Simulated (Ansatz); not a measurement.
# CuRuS2 (NaFeO2 type): one cell, many starting occupations (series 2), part 2 of 2

Aim: start the open shells of CuRuS2 (NaFeO2 type) from different occupation matrices at one fixed cell, and see in which states the SCF ends. Cell and atoms stay fixed. The cell was built by placing the elements on the sites of a structure type; the runs don't test whether it is the stable form.

Ansatz 0.2.0; DFT PBE+U (U = 4 eV, J = 0.9 eV on Ru d, around-mean-field double counting), plane waves, PAW. The steps go on from the part before.

## Step 5: Random orbitals: fully mixed, one electron fewer

Contents of input.yaml:

```yaml
crystal:
  lattice:
    - [1.81585092, -1.04838201, 13.18446352]
    - [-1.81585092, -1.04838201, 13.18446352]
    - [0.0, -4.19352806, 13.18446352]
  atoms:
    - { symbol: Cu, position: [0.5, 0.5, 0.75] }
    - { symbol: Ru, position: [0.0, 0.0, 0.0], spin: 4.0 }
    - { symbol: S, position: [0.2667, 0.2667, 0.86665] }
    - { symbol: S, position: [0.7333, 0.7333, 0.63335] }
    - { symbol: Cu, position: [0.5, 0.5, 0.25] }
    - { symbol: Ru, position: [0.0, 0.0, 0.5], spin: -4.0 }
    - { symbol: S, position: [0.2667, 0.2667, 0.36665] }
    - { symbol: S, position: [0.7333, 0.7333, 0.13335] }
basis:
  ecutwfc: 420
  ecutrho_ratio: 4
kpoints:
  mp_grid: { grid: [6, 6, 6] }
hamiltonian:
  xc: pbe
  hubbard:
    sites:
      - { site: 1, l: d, u: 4.0, j: 0.9, starting_ns: [{ spin: up, occupation_matrix: s1up }, { spin: down, occupation_matrix: s1down }] }
      - { site: 5, l: d, u: 4.0, j: 0.9, starting_ns: [{ spin: up, occupation_matrix: s5up }, { spin: down, occupation_matrix: s5down }] }
    double_counting: amf
    occupation_matrices:
      s1up:
        matrix:
          - [0.57865, -0.39747, -0.20179, 0.13453, -0.0428]
          - [-0.39747, 0.56632, -0.20494, 0.13663, -0.04347]
          - [-0.20179, -0.20494, 0.86595, 0.06937, -0.02207]
          - [0.13453, 0.13663, 0.06937, 0.92376, 0.01471]
          - [-0.0428, -0.04347, -0.02207, 0.01471, 0.96532]
      s1down:
        matrix:
          - [0.02, 0.0, 0.0, 0.0, 0.0]
          - [0.0, 0.02, 0.0, 0.0, 0.0]
          - [0.0, 0.0, 0.02, 0.0, 0.0]
          - [0.0, 0.0, 0.0, 0.02, 0.0]
          - [0.0, 0.0, 0.0, 0.0, 0.02]
      s5up:
        matrix:
          - [0.02, 0.0, 0.0, 0.0, 0.0]
          - [0.0, 0.02, 0.0, 0.0, 0.0]
          - [0.0, 0.0, 0.02, 0.0, 0.0]
          - [0.0, 0.0, 0.0, 0.02, 0.0]
          - [0.0, 0.0, 0.0, 0.0, 0.02]
      s5down:
        matrix:
          - [0.57865, -0.39747, -0.20179, 0.13453, -0.0428]
          - [-0.39747, 0.56632, -0.20494, 0.13663, -0.04347]
          - [-0.20179, -0.20494, 0.86595, 0.06937, -0.02207]
          - [0.13453, 0.13663, 0.06937, 0.92376, 0.01471]
          - [-0.0428, -0.04347, -0.02207, 0.01471, 0.96532]
    ns_hold: until_converged
scf:
  occupations: { method: gaussian, width: 0.05 }
  lower_state_search: "off"
  max_iter: 150
output:
  forces: true
  stress: true
  eigenvalues: true
  populations: true
  hubbard: { sites: [{ site: 1, l: d }, { site: 5, l: d }] }
magnetization:
  spin_polarized: true
```

The typed matrices are held until the SCF converges, then released.

Run with:

```bash
$ ansatz run input.yaml --threads 4 --pin off --max-ram 6144MiB --backend cpu --events-out ev --progress --plain --runs-dir out
```

The log of the run (excerpt; [...] marks lines left out):

```text
Warning: crystal.symmetry: narrowed to the stabiliser of the occupation matrices — unitary ops 12 → 2, anti-unitary 12 → 2; lowered by the specified shells (site 1, l: d), (site 5, l: d); largest admitted image defect 4.4e-16, smallest excluded 2.4e-1 — at a splitting's scale: the group [...]
Warning: RAYON_NUM_THREADS=4 ignored (pool sized by the plan → 4); use --threads N
Cu: projections on atomic orbitals take those of the free atom [Ne] 3s2 3p6 3d10 4s1, of charge +0.00 (hamiltonian.pseudopotentials.projection_atoms); the dataset's partial waves leave at most 2.0e-6 of an orbital's norm unspanned inside its sphere
Ru: projections on atomic orbitals take those of the free atom [Ar 3d10] 4s2 4p6 4d7 5s1, of charge +0.00 (hamiltonian.pseudopotentials.projection_atoms); the dataset's partial waves leave at most 8.1e-6 of an orbital's norm unspanned inside its sphere
S: projections on atomic orbitals take those of the free atom [Ne] 3s2 3p4, of charge +0.00 (hamiltonian.pseudopotentials.projection_atoms); the dataset's partial waves leave at most 1.6e-7 of an orbital's norm unspanned inside its sphere
[...]
Pseudopotentials: kind: paw
[...]
WARN: hamiltonian.hubbard: on 4 of 4 specified blocks the occupation matrix of this SCF's result fails the test of the specified filling. At site 1 ↑ (sites count from 0 in the list of atoms of the cell that this SCF solves) the least filled combination of the orbitals specified full has [...]
  Ru1 d_4D: site group D3d (-3m)
  Ru1 d_4D up     Tr n = 3.0539  λ = 0.112 0.500 0.500 0.971 0.971  [z2 1.00 (T2g 1.00) A1g(1.00) | 2× xy 0.28 (Eg 0.95) Eg(1.00) | 2× xz 0.28 (T2g 0.95) Eg(1.00)]
  Ru1 d_4D dn     Tr n = 3.8271  λ = 0.445 0.445 0.975 0.975 0.988  [2× xz 0.32 (Eg 1.00) Eg(1.00) | 2× xy 0.32 (T2g 1.00) Eg(1.00) | z2 1.00 (T2g 1.00) A1g(1.00)]
  specified occupation → Ru1 d_4D up: matrix, ‖Δ‖_F = 1.0708, Tr Δ = +0.8461, displaced = 1.0204, d_λ = 0.6716; orbital distance = 1.0845
  specified occupation → Ru1 d_4D dn: matrix, ‖Δ‖_F = 1.7666, Tr Δ = -3.7271, displaced = 1.8635, d_λ = 1.7666; orbital distance = 0.0000
  Ru5 d_4D: site group D3d (-3m)
  Ru5 d_4D up     Tr n = 3.8271  λ = 0.445 0.445 0.975 0.975 0.988  [2× xz 0.32 (Eg 1.00) Eg(1.00) | 2× xy 0.32 (T2g 1.00) Eg(1.00) | z2 1.00 (T2g 1.00) A1g(1.00)]
  Ru5 d_4D dn     Tr n = 3.0539  λ = 0.112 0.500 0.500 0.971 0.971  [z2 1.00 (T2g 1.00) A1g(1.00) | 2× xy 0.28 (Eg 0.95) Eg(1.00) | 2× xz 0.28 (T2g 0.95) Eg(1.00)]
  specified occupation → Ru5 d_4D up: matrix, ‖Δ‖_F = 1.7666, Tr Δ = -3.7271, displaced = 1.8635, d_λ = 1.7666; orbital distance = 0.0000
  specified occupation → Ru5 d_4D dn: matrix, ‖Δ‖_F = 1.0708, Tr Δ = +0.8461, displaced = 1.0204, d_λ = 0.6716; orbital distance = 1.0845
  Tr n, λ and their labels are of the run-group-symmetrised matrices; stabiliser: 24 of 48 elements of G0×{1,Θ} (closed), max defect 3.4e-4 at τ = 1.3e-3
```

Wall time 2.3 min (4 threads of Arm Neoverse V2, shared host); peak memory 2.7 GiB.

End state: a gap on the mesh of 0.82 eV, pressure -7.7 GPa, moments in spheres Ru -0.64, 0.64 μB, largest force component 0.38 eV/Å, 2 symmetry operations imposed. The program reports that the typed filling wasn't kept.

The shells' filling, with natural orbitals sorted by occupation:

| shell | channel | electrons | over 0.8 | 0.2 to 0.8 | under 0.2 |
| --- | --- | --- | --- | --- | --- |
| Ru 4d (atom 2) | up | 3.05 | 2 | 2 | 1 |
| Ru 4d (atom 2) | down | 3.83 | 3 | 2 | 0 |
| Ru 4d (atom 6) | up | 3.83 | 3 | 2 | 0 |
| Ru 4d (atom 6) | down | 3.05 | 2 | 2 | 1 |

## Step 6: Random orbitals: drawn by pairs, second filling

Contents of input.yaml:

```yaml
crystal:
  lattice:
    - [1.81585092, -1.04838201, 13.18446352]
    - [-1.81585092, -1.04838201, 13.18446352]
    - [0.0, -4.19352806, 13.18446352]
  atoms:
    - { symbol: Cu, position: [0.5, 0.5, 0.75] }
    - { symbol: Ru, position: [0.0, 0.0, 0.0], spin: 3.0 }
    - { symbol: S, position: [0.2667, 0.2667, 0.86665] }
    - { symbol: S, position: [0.7333, 0.7333, 0.63335] }
    - { symbol: Cu, position: [0.5, 0.5, 0.25] }
    - { symbol: Ru, position: [0.0, 0.0, 0.5], spin: -1.0 }
    - { symbol: S, position: [0.2667, 0.2667, 0.36665] }
    - { symbol: S, position: [0.7333, 0.7333, 0.13335] }
basis:
  ecutwfc: 420
  ecutrho_ratio: 4
kpoints:
  mp_grid: { grid: [6, 6, 6] }
hamiltonian:
  xc: pbe
  hubbard:
    sites:
      - { site: 1, l: d, u: 4.0, j: 0.9, starting_ns: [{ spin: up, occupation_matrix: s1up }, { spin: down, occupation_matrix: s1down }] }
      - { site: 5, l: d, u: 4.0, j: 0.9, starting_ns: [{ spin: up, occupation_matrix: s5up }, { spin: down, occupation_matrix: s5down }] }
    double_counting: amf
    occupation_matrices:
      s1up:
        matrix:
          - [0.97, 0.0, 0.0, 0.0, 0.0]
          - [0.0, 0.97, 0.0, 0.0, 0.0]
          - [0.0, 0.0, 0.495, 0.0, 0.475]
          - [0.0, 0.0, 0.0, 0.97, 0.0]
          - [0.0, 0.0, 0.475, 0.0, 0.495]
      s1down:
        matrix:
          - [0.73413, -0.41042, 0.0, 0.0, 0.0]
          - [-0.41042, 0.25587, 0.0, 0.0, 0.0]
          - [0.0, 0.0, 0.02, 0.0, 0.0]
          - [0.0, 0.0, 0.0, 0.02, 0.0]
          - [0.0, 0.0, 0.0, 0.0, 0.02]
      s5up:
        matrix:
          - [0.25587, 0.0, 0.0, -0.41042, 0.0]
          - [0.0, 0.02, 0.0, 0.0, 0.0]
          - [0.0, 0.0, 0.02, 0.0, 0.0]
          - [-0.41042, 0.0, 0.0, 0.73413, 0.0]
          - [0.0, 0.0, 0.0, 0.0, 0.97]
      s5down:
        matrix:
          - [0.97, 0.0, 0.0, 0.0, 0.0]
          - [0.0, 0.02, 0.0, 0.0, 0.0]
          - [0.0, 0.0, 0.97, 0.0, 0.0]
          - [0.0, 0.0, 0.0, 0.25587, 0.41042]
          - [0.0, 0.0, 0.0, 0.41042, 0.73413]
    ns_hold: { iters: 12 }
scf:
  occupations: { method: gaussian, width: 0.05 }
  lower_state_search: "off"
  max_iter: 150
output:
  forces: true
  stress: true
  eigenvalues: true
  populations: true
  hubbard: { sites: [{ site: 1, l: d }, { site: 5, l: d }] }
magnetization:
  spin_polarized: true
```

The typed matrices put 0.97 on the chosen orbitals and 0.02 on the others, and are held for 12 cycles.

Run with:

```bash
$ ansatz run input.yaml --threads 4 --pin off --max-ram 6144MiB --backend cpu --events-out ev --progress --plain --runs-dir out
```

The log of the run (excerpt; [...] marks lines left out):

```text
Warning: crystal.symmetry: narrowed to the stabiliser of the occupation matrices — unitary ops 12 → 2; lowered by the specified shells (site 1, l: d), (site 5, l: d); largest admitted image defect 4.4e-16, smallest excluded 7.1e-1 — at a splitting's scale: the group the occupation [...]
Warning: RAYON_NUM_THREADS=4 ignored (pool sized by the plan → 4); use --threads N
[...]
Cu: projections on atomic orbitals take those of the free atom [Ne] 3s2 3p6 3d10 4s1, of charge +0.00 (hamiltonian.pseudopotentials.projection_atoms); the dataset's partial waves leave at most 2.0e-6 of an orbital's norm unspanned inside its sphere
Ru: projections on atomic orbitals take those of the free atom [Ar 3d10] 4s2 4p6 4d7 5s1, of charge +0.00 (hamiltonian.pseudopotentials.projection_atoms); the dataset's partial waves leave at most 8.1e-6 of an orbital's norm unspanned inside its sphere
S: projections on atomic orbitals take those of the free atom [Ne] 3s2 3p4, of charge +0.00 (hamiltonian.pseudopotentials.projection_atoms); the dataset's partial waves leave at most 1.6e-7 of an orbital's norm unspanned inside its sphere
[...]
[... 1 set-up line as earlier in the session ...]
[...]
WARN: hamiltonian.hubbard: on 4 of 4 specified blocks the occupation matrix of this SCF's result fails the test of the specified filling. At site 1 ↑ (sites count from 0 in the list of atoms of the cell that this SCF solves) the least filled combination of the orbitals specified full has [...]
  Ru1 d_4D: site group D3d (-3m)
  Ru1 d_4D up     Tr n = 3.8302  λ = 0.444 0.446 0.975 0.978 0.988  [2× yz 0.35 (Eg 1.00) Eg(1.00) | 3× z2 0.33 (T2g 1.00) Eg(0.67)]
  Ru1 d_4D dn     Tr n = 3.0573  λ = 0.123 0.489 0.512 0.966 0.967  [xy 0.45 (T2g 1.00) Eg(0.91) | xz 0.43 (Eg 0.94) Eg(0.95) | yz 0.61 (Eg 0.97) Eg(1.00) | 2× z2 0.43 (T2g 0.96) Eg(0.57)]
  specified occupation → Ru1 d_4D up: matrix, ‖Δ‖_F = 0.9664, Tr Δ = +0.0698, displaced = 0.8058, d_λ = 0.6747; orbital distance = 0.9864
  specified occupation → Ru1 d_4D dn: matrix, ‖Δ‖_F = 1.4362, Tr Δ = -2.0073, displaced = 1.4955, d_λ = 1.1695; orbital distance = 1.0372
  Ru5 d_4D: site group D3d (-3m)
  Ru5 d_4D up     Tr n = 3.8302  λ = 0.444 0.446 0.975 0.978 0.988  [2× yz 0.35 (Eg 1.00) Eg(1.00) | 3× z2 0.33 (T2g 1.00) Eg(0.67)]
  Ru5 d_4D dn     Tr n = 3.0573  λ = 0.123 0.489 0.512 0.966 0.967  [xy 0.45 (T2g 1.00) Eg(0.91) | xz 0.43 (Eg 0.94) Eg(0.95) | yz 0.61 (Eg 0.97) Eg(1.00) | 2× z2 0.43 (T2g 0.96) Eg(0.57)]
  specified occupation → Ru5 d_4D up: matrix, ‖Δ‖_F = 1.3533, Tr Δ = -1.8302, displaced = 1.3271, d_λ = 1.1282; orbital distance = 1.1789
  specified occupation → Ru5 d_4D dn: matrix, ‖Δ‖_F = 0.9971, Tr Δ = -0.1073, displaced = 0.9967, d_λ = 0.6637; orbital distance = 1.0993
  Tr n, λ and their labels are of the run-group-symmetrised matrices; stabiliser: 4 of 48 elements of G0×{1,Θ} (closed), max defect 8.7e-4 at τ = 8.9e-3
```

Wall time 6.3 min (4 threads of Arm Neoverse V2, shared host); peak memory 4.9 GiB.

End state: a gap on the mesh of 0.71 eV, pressure -7.7 GPa, moments in spheres Ru 0.65; S 0.06 μB, largest force component 0.61 eV/Å, 2 symmetry operations imposed. The program reports that the typed filling wasn't kept. The opposed order was lost: the moments end parallel.

How the shells are filled (orbitals counted by the eigenvalues of the occupation matrices):

| shell | channel | electrons | over 0.8 | 0.2 to 0.8 | under 0.2 |
| --- | --- | --- | --- | --- | --- |
| Ru 4d (atom 2) | up | 3.83 | 3 | 2 | 0 |
| Ru 4d (atom 2) | down | 3.06 | 2 | 2 | 1 |

## Step 7: The states in order of energy

This closing draws on all 2 parts.

Energies count from the lowest free state and have the smearing extrapolated to zero.

| start | energy (meV/atom) | gap (eV) | pressure (GPa) | largest moment (μB) | SCF cycles | time |
| --- | --- | --- | --- | --- | --- | --- |
| random orbitals: drawn by pairs, first filling (earlier series) | 0.0 | 0.82 | -7.7 | 0.64 | 42 | 32 s |
| random orbitals: fully mixed, first filling | 0.0 | 0.82 | -7.7 | 0.64 | 29 | 20 s |
| from atoms, default search | 0.0 | 0.82 | -7.7 | 0.64 | 24 | 2.3 min |
| random orbitals: fully mixed, one electron fewer | 0.0 | 0.82 | -7.7 | 0.64 | 64 | 2.3 min |
| random orbitals: single harmonics, second filling | 7.7 | 0.61 | -7.7 | 0.65 | 36 | 50 s |
| random orbitals: drawn by pairs, second filling | 10.1 | 0.71 | -7.7 | 0.65 | 58 | 6.3 min |

The 6 free runs end at 3 energies more than 1 meV/atom apart (states closer than that can still differ), spread over 10 meV/atom; the lowest came from «random orbitals: drawn by pairs, first filling (earlier series)» and 3 more starts. Their gaps on the mesh range from 0.61 to 0.82 eV, so the gap depends on the state reached. The run with the program's default settings reaches the lowest one found. Around-mean-field double counting penalises high spin, so low-spin or metallic winners can come from that choice. The lowest state found need not be the ground state, and the geometry wasn't relaxed for any of them.
